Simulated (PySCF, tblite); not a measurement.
# Ge₂F₄: changes of charge

What do calculations give for the changes of charge of Ge₂F₄?

Computed with tblite 0.8.0 and PySCF 2.14.0 and routines of our own; the level stands in each step. Atoms count from 0.

## 1. The starting structure

6 atoms, charge 0, multiplicity 1; geometry from: start built from the parent or by distance geometry.

## 2. Geometry optimisation with GFN2-xTB

The job: settings as JSON, then the geometry in Å.

```
{"job": {"kind": "relax", "xc": "GFN2-xTB", "basis": "xTB"}, "charge": 0, "multiplicity": 1}
Ge    -1.204200    -0.461700    -1.173200
F     -1.698600    -1.933600    -0.299500
F      0.895500    -0.656700    -0.636100
Ge     1.217800     0.467900     1.146700
F      1.680200     1.939400     0.289300
F     -0.884500     0.648700     0.629600
```

Launch:

```
OMP_NUM_THREADS=1 python redox_run.py task.json out
```

The driver reads the jobs from task.json and runs them one after another.

Standard output:

```text
step      E/eV     max force
  0    -628.84538    0.445
  1    -628.85015    0.292
  2    -628.85392    0.036
  3    -628.85399    0.033
  4    -628.85413    0.030
  5    -628.85427    0.026
  6    -628.85437    0.023
  7    -628.85442    0.019
  8    -628.85444    0.016
  9    -628.85445    0.010
 10    -628.85446    0.011
 11    -628.85447    0.007
```

It took 0.08 s on 1 thread of Arm Neoverse N1, shared host.

The steps of the relaxation:

```csv
step,energy from step 0 (eV),largest force (eV/Å)
0,0.0000,0.4447
1,-0.0048,0.2917
2,-0.0085,0.0357
3,-0.0086,0.0328
4,-0.0088,0.0298
5,-0.0089,0.0261
6,-0.0090,0.0233
7,-0.0090,0.0186
8,-0.0091,0.0163
9,-0.0091,0.0104
10,-0.0091,0.0107
11,-0.0091,0.0073
```

Close pairs (by a distance rule), those that changed most:

```csv
bond,before (Å),after (Å),change (Å)
Ge3–F4,1.765,1.797,+0.032
Ge0–F1,1.782,1.796,+0.014
F2–Ge3,2.132,2.141,+0.009
Ge0–F5,2.141,2.140,-0.002
```

The next job starts from the end point, and lists it.

## 3. Harmonic vibrations with GFN2-xTB

The job: settings as JSON, then the geometry in Å.

```
{"job": {"kind": "ir", "xc": "GFN2-xTB", "basis": "xTB"}, "charge": 0, "multiplicity": 1}
Ge    -1.209551    -0.455099    -1.182849
F     -1.695976    -1.938102    -0.294534
F      0.887657    -0.651399    -0.634078
Ge     1.219364     0.457001     1.167403
F      1.681533     1.948191     0.278158
F     -0.876782     0.643400     0.622751
```

Standard output:

```text
mode    cm-1     km/mol
  1      32.8      0.14
  2      38.5     10.68
  3      63.8      7.64
  4      81.4      0.01
  5     121.6      0.01
  6     157.2     18.35
  7     158.8      0.04
  8     254.4    133.77
  9     292.4      0.00
 10     322.0    422.90
 11     439.4      0.27
 12     452.5    327.72
ZPE 14.444  H(298)-E 42.998  G(298)-E -80.559 kJ/mol  S 414.41 J/(mol K)
```

Run time: 0.26 s. Hardware: 1 thread of Arm Neoverse N1, shared host.

The strongest bands and the atoms that carry them (share of the mass-weighted mode):

```csv
cm⁻¹,km/mol,atoms
33,0.1,"F2 46 %, F5 44 %"
38,10.7,"F4 29 %, F1 28 %, F5 17 %, F2 15 %"
64,7.6,"F1 41 %, F4 41 %"
157,18.4,"F5 31 %, F2 28 %, F4 17 %, F1 15 %"
254,133.8,"F5 37 %, F2 37 %, Ge0 12 %, Ge3 12 %"
322,422.9,"F5 35 %, F2 35 %, Ge0 12 %, Ge3 12 %"
439,0.3,"F4 41 %, F1 37 %, Ge3 12 %, Ge0 10 %"
452,327.7,"F1 38 %, F4 34 %, Ge0 12 %, Ge3 11 %"
```

## 4. Relaxing the molecule at BP86-D3(BJ)/ma-def2-SVP

The job, as its differences from that of step 3:

```diff
@@ -1,2 +1,2 @@
-{"job": {"kind": "ir", "xc": "GFN2-xTB", "basis": "xTB"}, "charge": 0, "multiplicity": 1}
+{"job": {"xc": "BP86", "basis": "ma-def2-SVP", "d3": "d3bj", "grid": 1, "kind": "geom"}, "charge": 0, "multiplicity": 1}
 Ge    -1.209551    -0.455099    -1.182849
```

Standard output:

```text
step   0  E = -4553.29024552  max force = 0.026174
step   1  E = -4553.30048699  max force = 0.003055
step   2  E = -4553.29944148  max force = 0.011981
step   3  E = -4553.30062019  max force = 0.006393
step   4  E = -4553.30102905  max force = 0.003622
step   5  E = -4553.30127127  max force = 0.002077
step   6  E = -4553.30129107  max force = 0.001945
step   7  E = -4553.30140250  max force = 0.000448
step   8  E = -4553.30141870  max force = 0.000401
step   9  E = -4553.30144831  max force = 0.001587
step  10  E = -4553.30148549  max force = 0.001883
step  11  E = -4553.30151824  max force = 0.002979
step  12  E = -4553.30156371  max force = 0.002149
step  13  E = -4553.30160398  max force = 0.001034
step  14  E = -4553.30162929  max force = 0.000456
step  15  E = -4553.30163125  max force = 0.000172
optimisation converged
```

Run time: 3.8 min. Hardware: 1 thread of Arm Neoverse N1, shared host; peak memory 0.61 GiB.

Along the way: (the energy doesn't fall at every step)

```csv
step,energy from step 0 (eV),largest force component (eV/Å)
0,0.0000,1.3459
1,-0.2787,0.1571
2,-0.2502,0.6161
3,-0.2823,0.3287
4,-0.2934,0.1863
5,-0.3000,0.1068
6,-0.3006,0.1000
7,-0.3036,0.0230
8,-0.3040,0.0206
9,-0.3048,0.0816
10,-0.3059,0.0968
11,-0.3067,0.1532
12,-0.3080,0.1105
13,-0.3091,0.0532
14,-0.3098,0.0234
15,-0.3098,0.0088
```

Distances of close pairs at the start and the end, largest changes first:

```csv
bond,before (Å),after (Å),change (Å)
Ge0–F2,2.177,2.029,-0.147
Ge3–F5,2.174,2.029,-0.145
F2–Ge3,2.141,2.029,-0.112
Ge0–F5,2.140,2.029,-0.110
Ge3–F4,1.797,1.794,-0.003
Ge0–F1,1.796,1.794,-0.002
```

The end geometry stands in the next job.

```csv
at the end point,value
point group (found at 0.08 Å tolerance),C2h
"rotational constants (GHz, main isotopes)","3.419, 0.871, 0.829"
dipole moment (D),0.00
```

## 5. Single point (Ge₂F₄): BP86-D3(BJ)/ma-def2-SVP

Geometry: BP86-D3(BJ)/ma-def2-SVP.

The job: settings as JSON, then the geometry in Å.

```
{"job": {"kind": "sp", "xc": "BP86", "basis": "ma-def2-SVP", "d3": "d3bj", "grid": 2}, "charge": 0, "multiplicity": 1}
Ge    -1.070957    -0.213521    -1.172271
F     -1.740099    -1.700295    -0.423705
F      0.824278    -0.700549    -0.634826
Ge     1.074227     0.215889     1.158392
F      1.740924     1.702180     0.406561
F     -0.822150     0.700282     0.622696
```

Standard output:

```text
coarse grid: 36032 points
cycle   1  E = -4553.0435055404  dE = -9.888e-01  |g| = 1.254e+00  |ddm| = 2.547e+00
cycle   2  E = -4550.8123577703  dE =  2.231e+00  |g| = 3.728e+00  |ddm| = 3.589e+00
cycle   3  E = -4553.2466508322  dE = -2.434e+00  |g| = 5.778e-01  |ddm| = 2.639e+00
cycle   4  E = -4553.2889388025  dE = -4.229e-02  |g| = 2.711e-01  |ddm| = 5.118e-01
cycle   5  E = -4553.2992795484  dE = -1.034e-02  |g| = 1.189e-01  |ddm| = 2.392e-01
cycle   6  E = -4553.3015447648  dE = -2.265e-03  |g| = 1.943e-02  |ddm| = 8.643e-02
cycle   7  E = -4553.3016302373  dE = -8.547e-05  |g| = 2.175e-03  |ddm| = 2.222e-02
cycle   8  E = -4553.3016311883  dE = -9.510e-07  |g| = 5.330e-04  |ddm| = 3.487e-03
final grid: 72496 points
cycle   9  E = -4553.3011381648  dE = -1.914e-07  |g| = 9.874e-04  |ddm| = 3.247e-03
cycle  10  E = -4553.3011373437  dE =  8.211e-07  |g| = 2.338e-03  |ddm| = 2.540e-03
cycle  11  E = -4553.3011383455  dE = -1.002e-06  |g| = 1.794e-04  |ddm| = 1.650e-03
cycle  12  E = -4553.3011383505  dE = -5.006e-09  |g| = 8.358e-05  |ddm| = 2.206e-04
converged SCF energy = -4553.3011383505
```

Run time: 18 s. Hardware: 1 thread of Arm Neoverse N1, shared host; peak memory 0.45 GiB.

## 6. Single point (Ge₂F₄− (doublet)): BP86-D3(BJ)/ma-def2-SVP

Geometry: BP86-D3(BJ)/ma-def2-SVP, that of another charge or spin state.

The job: settings as JSON, then the geometry in Å.

```
{"job": {"kind": "sp", "xc": "BP86", "basis": "ma-def2-SVP", "d3": "d3bj", "grid": 2}, "charge": -1, "multiplicity": 2}
Ge    -1.070957    -0.213521    -1.172271
F     -1.740099    -1.700295    -0.423705
F      0.824278    -0.700549    -0.634826
Ge     1.074227     0.215889     1.158392
F      1.740924     1.702180     0.406561
F     -0.822150     0.700282     0.622696
```

Standard output:

```text
final grid: 72496 points
cycle   1  E = -4553.3173491306  dE = -4.286e-03  |g| = 1.736e-01  |ddm| = 9.158e-01
cycle   2  E = -4553.3023224354  dE =  1.503e-02  |g| = 2.837e-01  |ddm| = 7.400e-01
cycle   3  E = -4553.3287563088  dE = -2.643e-02  |g| = 8.174e-02  |ddm| = 3.520e-01
cycle   4  E = -4553.3311213942  dE = -2.365e-03  |g| = 1.245e-02  |ddm| = 7.339e-02
cycle   5  E = -4553.3311972723  dE = -7.588e-05  |g| = 2.610e-03  |ddm| = 2.517e-02
cycle   6  E = -4553.3311989080  dE = -1.636e-06  |g| = 1.536e-03  |ddm| = 3.899e-03
cycle   7  E = -4553.3311995988  dE = -6.908e-07  |g| = 4.647e-04  |ddm| = 3.619e-03
cycle   8  E = -4553.3311996687  dE = -6.991e-08  |g| = 3.824e-04  |ddm| = 3.166e-03
cycle   9  E = -4553.3311998257  dE = -1.570e-07  |g| = 5.363e-05  |ddm| = 1.527e-03
cycle  10  E = -4553.3311998277  dE = -1.999e-09  |g| = 1.346e-05  |ddm| = 1.421e-04
converged SCF energy = -4553.3311998277
```

It took 21 s on 1 thread of Arm Neoverse N1, shared host; peak memory 0.46 GiB.

## 7. Changes of charge: BP86-D3(BJ)/ma-def2-SVP

This step combines the energies above: geometries from BP86-D3(BJ)/ma-def2-SVP, zero-point and thermal terms from GFN2-xTB.

The job: settings as JSON, then the geometry in Å.

```
{"job": {"kind": "rx", "dirs": [-1], "deep": 3, "geom": {"xc": "BP86", "basis": "ma-def2-SVP", "d3": "d3bj", "grid": 1}, "level": {"xc": "BP86", "basis": "ma-def2-SVP", "d3": "d3bj", "solvents": ["acetonitrile", "dimethylsulfoxide"]}}, "charge": 0, "multiplicity": 1}
Ge    -1.070957    -0.213521    -1.172271
F     -1.740099    -1.700295    -0.423705
F      0.824278    -0.700549    -0.634826
Ge     1.074227     0.215889     1.158392
F      1.740924     1.702180     0.406561
F     -0.822150     0.700282     0.622696
```

Output (the driver's rows laid out field by field):

```text
ionisation and electron attachment, BP86-D3(BJ)/ma-def2-SVP // BP86-D3(BJ)/ma-def2-SVP

row 1
  change                  reduction
  charge                  -1
  multiplicity            2
  vertical_ev             0.818
  vertical_s2             0.752
  left_out                yes
```

It took 4.5 min on 1 thread of Arm Neoverse N1, shared host; peak memory 0.46 GiB.

Energy taken up on oxidation, or given off on reduction (eV; adiabatic with zero-point energy):

```csv
change,product,vertical,adiabatic,free energy,reorganisation,⟨S²⟩
reduction (multiplicity 2),–,0.82,–,–,–,–
```

## 8. Results

| quantity | value |
| --- | --- |
| strongest single infrared mode (GFN2-xTB) | 322 cm⁻¹, 423 km/mol |
| zero-point energy (GFN2-xTB) | 3.5 kcal/mol |
| point group | C2h |
| rotational constants (main isotopes) | 3.42, 0.87, 0.83 GHz |
| electron affinity (BP86-D3(BJ)/ma-def2-SVP) | vertical 0.82 eV |

In words: All 12 modes are real, so the xTB geometry is a minimum. The strongest single mode, at 322 cm⁻¹, is carried by F5, F2, Ge0, Ge3. Unscaled tight-binding wavenumbers are off by several per cent, some by more. Its intensities can rank the bands wrongly. The optimisation took 15 steps and gained 0.310 eV; among the close pairs (by a distance rule), Ge0–F2 changed most, from 2.177 to 2.029 Å (BP86/ma-def2-SVP). No frequency check was run at this level, so the end point may be a saddle. Steps that list no spin-orbit terms leave them out, which matters at and beside the heavy atoms.
